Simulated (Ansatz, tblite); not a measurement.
**The cluster Al₄O₆: spin states and exact exchange**

Is the singlet the ground state of the cluster Al₄O₆? Other spin states are computed and compared level by level.

Computed with Ansatz 0.2.0, Gaussian basis. Level: as each input shows.

Levels to be run: triplet, at the geometry of the singlet (GFN1-xTB, GFN2-xTB, PBE0-D4/def2-TZVP, PBE-D4/def2-TZVP, r2SCAN-D4/def2-TZVP); the singlet's energies come from earlier runs.

## (1) The relaxed structure

The singlet was relaxed beforehand with r2SCAN-D4/def2-SVP. At that level it is the lowest of the isomers that a small search found.

10 atoms, charge 0, spin multiplicity 1.

Bond lengths: Al1–O6 1.738 Å, Al1–O9 1.738 Å, Al1–O10 1.738 Å, Al2–O5 1.738 Å, Al2–O8 1.738 Å, Al2–O9 1.738 Å, Al3–O7 1.738 Å, Al3–O8 1.738 Å, Al3–O10 1.738 Å, Al4–O5 1.738 Å, Al4–O6 1.738 Å, Al4–O7 1.738 Å. Angles: O6–Al1–O9 113.3°, O6–Al1–O10 113.3°, O9–Al1–O10 113.3°, O5–Al2–O8 113.3°, O5–Al2–O9 113.3°, O8–Al2–O9 113.3°, O7–Al3–O8 113.3°, O7–Al3–O10 113.3°, O8–Al3–O10 113.3°, O5–Al4–O6 113.3°, O5–Al4–O7 113.3°, O6–Al4–O7 113.3°, Al2–O5–Al4 101.1°, Al1–O6–Al4 101.0°, Al3–O7–Al4 101.0°, Al2–O8–Al3 101.0°, Al1–O9–Al2 101.0°, Al1–O10–Al3 101.0°.

## (2) Triplet at the fixed geometry, GFN1-xTB

Tight binding, by tblite at 300 K electronic temperature and without a spin-polarisation term:

```python
tblite.interface.Calculator('GFN1-xTB', numbers, positions, charge=0, uhf=2).singlepoint()
```

Energy -916.4121 eV; 0.009 s.

## (3) Triplet at the fixed geometry, GFN2-xTB

Tight binding, by tblite at 300 K electronic temperature and without a spin-polarisation term:

```python
tblite.interface.Calculator('GFN2-xTB', numbers, positions, charge=0, uhf=2).singlepoint()
```

Energy -793.2057 eV; 0.015 s.

## (4) Triplet at the fixed geometry, PBE0-D4/def2-TZVP

File in.yaml:

```yaml
crystal:
  periodic: [false, false, false]
  atoms:
    - {symbol: Al, position_ang: [0.684824, -0.995878, 1.112904]}
    - {symbol: Al, position_ang: [-1.495455, 0.447855, 0.512468]}
    - {symbol: Al, position_ang: [0.936859, 1.336305, -0.189413]}
    - {symbol: Al, position_ang: [-0.126299, -0.788228, -1.435969]}
    - {symbol: O, position_ang: [-1.755394, -0.368595, -0.999599]}
    - {symbol: O, position_ang: [0.604549, -1.931221, -0.349726]}
    - {symbol: O, position_ang: [0.877466, 0.593210, -1.759378]}
    - {symbol: O, position_ang: [-0.604578, 1.931199, 0.349652]}
    - {symbol: O, position_ang: [-0.877329, -0.593197, 1.759369]}
    - {symbol: O, position_ang: [1.755368, 0.368552, 0.999703]}
basis:
  gaussian: {orbitals: def2-TZVP}
magnetization: {spin_polarized: true, initial_magnetization: 2}
hamiltonian: {xc: pbe0, dispersion: d4}
scf: {omitted_lower_state_checks: [starts]}
output: {orbitals: {seedname: orbitals}}
```

Run with:

```bash
$ ansatz run in.yaml --threads 4 --pin off --events-out ev --progress --plain --max-ram 8704MiB
```

Output:

```text
Functional definition: PBE0
  name "PBE0"
  cite "Adamo & Barone, J. Chem. Phys. 110, 6158 (1999) doi:10.1063/1.478522"
  cite "Perdew, Burke & Ernzerhof, Phys. Rev. Lett. 77, 3865 (1996) doi:10.1103/PhysRevLett.77.3865"
  parent pbe
  parameter a = 0.25
  parameter kappa = 0.804
  parameter beta = 0.06672455060314922
  exchange = (1 - a)*pbe_x(kappa = kappa, mu = beta*pi^2/3) + a*exact_x
  correlation = pbe_c(beta = beta)
these checks for a lower state are left out or cut short: starts
2022 factors; their error is unknown
mean field evaluation 1: about -38632.7705 eV, gradient 8.9e1 eV
mean field evaluation 2: about -38510.1684 eV, gradient 1.8e2 eV
mean field evaluation 4: about -38655.9439 eV, gradient 3.4e1 eV
mean field evaluation 8: about -38660.7078 eV, gradient 5.8e0 eV
mean field evaluation 16: about -38660.9416 eV, gradient 1.2e-1 eV
mean field evaluation 32: about -38660.9419 eV, gradient 6.2e-3 eV
mean field -38660.94190420 eV, -1420.7634096516 hartree, gradient 6.5e-6 eV, S^2 2.016423; 0 other end points of the search recorded, 0 dependent functions left out
reference -38660.94194687 eV, -1420.7634112199 hartree; 51, 49 occupied and 283, 285 virtual orbitals, 2022 factors
Total energy: -38661.39264994 eV, -1420.7799742521 hartree
Checks for a lower state left out: starts
```

It took 80 s on 4 threads of Arm Neoverse V2, shared host; peak memory 3 GiB.

HOMO -4.73 eV, LUMO -7.15 eV (over both spins; with the spin held, an empty level of the minority spin lies below the top filled one); ⟨S²⟩ 2.016 (pure: 2.00).

## (5) Triplet at the fixed geometry, PBE-D4/def2-TZVP

start.molden holds the orbitals of an earlier run on this state, given as this run's starting guess.

in.yaml: that of step 4 with these lines changed.

```diff
@@ -14,5 +14,5 @@
 basis:
-  gaussian: {orbitals: def2-TZVP}
+  gaussian: {orbitals: def2-TZVP, initial_orbitals: start.molden}
 magnetization: {spin_polarized: true, initial_magnetization: 2}
-hamiltonian: {xc: pbe0, dispersion: d4}
+hamiltonian: {xc: pbe, dispersion: d4}
 scf: {omitted_lower_state_checks: [starts]}
```

Same command.

Output:

```text
Functional definition: PBE
  name "PBE"
  cite "Perdew, Burke & Ernzerhof, Phys. Rev. Lett. 77, 3865 (1996) doi:10.1103/PhysRevLett.77.3865"
  parent pbe
  parameter kappa = 0.804
  parameter beta = 0.06672455060314922
  exchange = pbe_x(kappa = kappa, mu = beta*pi^2/3)
  correlation = pbe_c(beta = beta)
these checks for a lower state are left out or cut short: starts
1942 factors; their error is unknown
mean field evaluation 1: about -38659.8172 eV, gradient 1.2e1 eV
mean field evaluation 2: about -38660.1010 eV, gradient 3.4e-1 eV
mean field evaluation 4: about -38660.1064 eV, gradient 9.3e-1 eV
mean field evaluation 8: about -38660.0892 eV, gradient 5.5e-3 eV
mean field evaluation 16: about -38660.0892 eV, gradient 1.1e-4 eV
mean field -38660.08923650 eV, -1420.7320746918 hartree, gradient 2.2e-6 eV, S^2 2.005598; 0 other end points of the search recorded, 0 dependent functions left out
reference -38660.08929199 eV, -1420.7320767309 hartree; 51, 49 occupied and 283, 285 virtual orbitals, 1942 factors
Total energy: -38660.61843859 eV, -1420.7515225097 hartree
Checks for a lower state left out: starts
```

It took 21 s on 4 threads of Arm Neoverse V2, shared host; peak memory 0.86 GiB.

From the report: HOMO -4.47 eV, LUMO -7.33 eV (over both spins; with the spin held, an empty level of the minority spin lies below the top filled one); ⟨S²⟩ 2.006 (pure: 2.00).

## (6) Triplet at the fixed geometry, r2SCAN-D4/def2-TZVP

in.yaml: that of step 5 with these lines changed.

```diff
@@ -16,3 +16,3 @@
 magnetization: {spin_polarized: true, initial_magnetization: 2}
-hamiltonian: {xc: pbe, dispersion: d4}
+hamiltonian: {xc: r2scan, dispersion: d4}
 scf: {omitted_lower_state_checks: [starts]}
```

The command is unchanged.

Output (excerpt; [...] marks lines left out):

```text
Functional definition: r2SCAN
  name "r2SCAN"
  cite "Furness, Kaplan, Ning, Perdew & Sun, J. Phys. Chem. Lett. 11, 8208 (2020) doi:10.1021/acs.jpclett.0c02405"
  cite "Furness, Kaplan, Ning, Perdew & Sun, J. Phys. Chem. Lett. 11, 9248 (2020) doi:10.1021/acs.jpclett.0c03077"
  parent r2scan
[...]
1942 factors; their error is unknown
[...]
mean field -38679.08186916 eV, -1421.4300410682 hartree, gradient 2.7e-6 eV, S^2 2.014221; 0 other end points of the search recorded, 0 dependent functions left out
reference -38679.08189345 eV, -1421.4300419608 hartree; 51, 49 occupied and 283, 285 virtual orbitals, 1942 factors
Total energy: -38679.19816151 eV, -1421.4343147334 hartree
Checks for a lower state left out: starts
```

Wall time 76 s (4 threads of Arm Neoverse V2, shared host); peak memory 1.8 GiB.

HOMO -4.50 eV, LUMO -7.53 eV (over both spins; with the spin held, an empty level of the minority spin lies below the top filled one); ⟨S²⟩ 2.014 (pure: 2.00).

## (7) Triplet less singlet, vertical

The singlet's energies are those of its earlier runs, whose logs aren't repeated here.

```
              level  triplet less singlet, vertical (kJ/mol)     time
           GFN1-xTB                                   +299.3  0.015 s
           GFN2-xTB                                   +320.2  0.022 s
   PBE-D4/def2-TZVP                                   +263.4     27 s
r2SCAN-D4/def2-TZVP                                   +303.7     87 s
  PBE0-D4/def2-TZVP                                   +359.1     91 s
```

Times add the two runs; a level without a time comes out of a correlated run. Tight binding without a spin term can't rank spin states.

## (8) Outcome

| quantity | value |
| --- | --- |
| triplet less singlet, vertical, functionals in def2-TZVP | +263.4 (PBE-D4) to +359.1 kJ/mol (PBE0-D4) |

What this shows: All functionals put the triplet above the singlet, over a spread of 95.7 kJ/mol. The checks for a lower triplet were left out, so another state of that spin may lie lower. These are electronic energies, without zero-point motion, entropy or surroundings.
